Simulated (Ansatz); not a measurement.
# C2H5ClSn: small, medium and large basis sets

Aim: see how fast density functionals converge with the basis set for C2H5ClSn.

The runs use Ansatz 0.2.0, Gaussian basis; one geometry, several basis sets.

Plan: PBE0-D4/def2-SVP; ωB97M-V/def2-SVP; PBE0-D4/def2-QZVPP; ωB97M-V/def2-QZVPP; the functionals' def2-TZVPP values are taken from earlier runs.

## (1) Structure used throughout

The geometry comes from an earlier relaxation with PBE0-D4/def2-TZVP; it is a stationary point, not always the lowest conformer. Sn takes the def2 core potential; no spin-orbit term is included.

SMILES `C[CH2][Sn][Cl]`, 9 atoms, charge 0, spin multiplicity 1.

Atoms are counted from 1 here; the program's logs count them from 0.

Bond lengths: C1–C2 1.524 Å, C1–H5 1.092 Å, C1–H6 1.094 Å, C1–H7 1.095 Å, C2–Sn3 2.191 Å, C2–H8 1.095 Å, C2–H9 1.097 Å, Sn3–Cl4 2.384 Å. Angles: C2–C1–H5 111.2°, C2–C1–H6 111.6°, C2–C1–H7 112.0°, H5–C1–H6 107.6°, H5–C1–H7 107.4°, H6–C1–H7 106.8°, C1–C2–Sn3 114.1°, C1–C2–H8 111.3°, C1–C2–H9 110.4°, Sn3–C2–H8 107.8°, Sn3–C2–H9 105.8°, H8–C2–H9 106.9°, C2–Sn3–Cl4 94.2°.

Geometry (Å):

| atom | x (Å) | y (Å) | z (Å) |
| --- | --- | --- | --- |
| C1 | -0.34513 | 0.91866 | 0.04243 |
| C2 | 0.29521 | -0.31060 | 0.67653 |
| Sn3 | 1.50810 | -1.50234 | -0.70581 |
| Cl4 | -0.27786 | -1.85667 | -2.24432 |
| H5 | -0.98098 | 0.64179 | -0.80132 |
| H6 | -0.96643 | 1.46453 | 0.75921 |
| H7 | 0.40372 | 1.62520 | -0.32906 |
| H8 | 0.92796 | -0.03630 | 1.52724 |
| H9 | -0.47618 | -0.99057 | 1.05800 |

## (2) PBE0-D4 in def2-SVP

Contents of in.yaml:

```yaml
crystal:
  periodic: [false, false, false]
  atoms:
    - {symbol: C, position_ang: [-0.345127, 0.918657, 0.042429]}
    - {symbol: C, position_ang: [0.295208, -0.310598, 0.676533]}
    - {symbol: Sn, position_ang: [1.508100, -1.502342, -0.705813]}
    - {symbol: Cl, position_ang: [-0.277865, -1.856667, -2.244325]}
    - {symbol: H, position_ang: [-0.980978, 0.641793, -0.801316]}
    - {symbol: H, position_ang: [-0.966433, 1.464531, 0.759207]}
    - {symbol: H, position_ang: [0.403717, 1.625197, -0.329062]}
    - {symbol: H, position_ang: [0.927957, -0.036299, 1.527245]}
    - {symbol: H, position_ang: [-0.476178, -0.990573, 1.058001]}
basis:
  gaussian: {orbitals: def2-SVP}
hamiltonian: {xc: pbe0, dispersion: d4}
output: {orbitals: {seedname: orbitals}}
```

The run is started by

```sh
$ ansatz run in.yaml --threads 4 --pin off --events-out ev --progress --plain --max-ram 10444MiB
```

Further steps of the session: ωB97M-V in def2-SVP; PBE0-D4 in def2-QZVPP; ωB97M-V in def2-QZVPP.

Before running them: what should the planned runs give, taken together? Wanted: PBE0-D4: double and triple zeta above quadruple; ωB97M-V: double and triple zeta above quadruple.

The runs gave:

```
                                       quantity          value
PBE0-D4: double and triple zeta above quadruple  7.46, 0.54 eV
ωB97M-V: double and triple zeta above quadruple  7.59, 0.53 eV
```

In words: PBE0-D4 gains 6.92 eV from double to triple zeta, then 0.54 eV more. These are total energies; as a rule much of such shifts cancels in differences, which this series doesn't test.
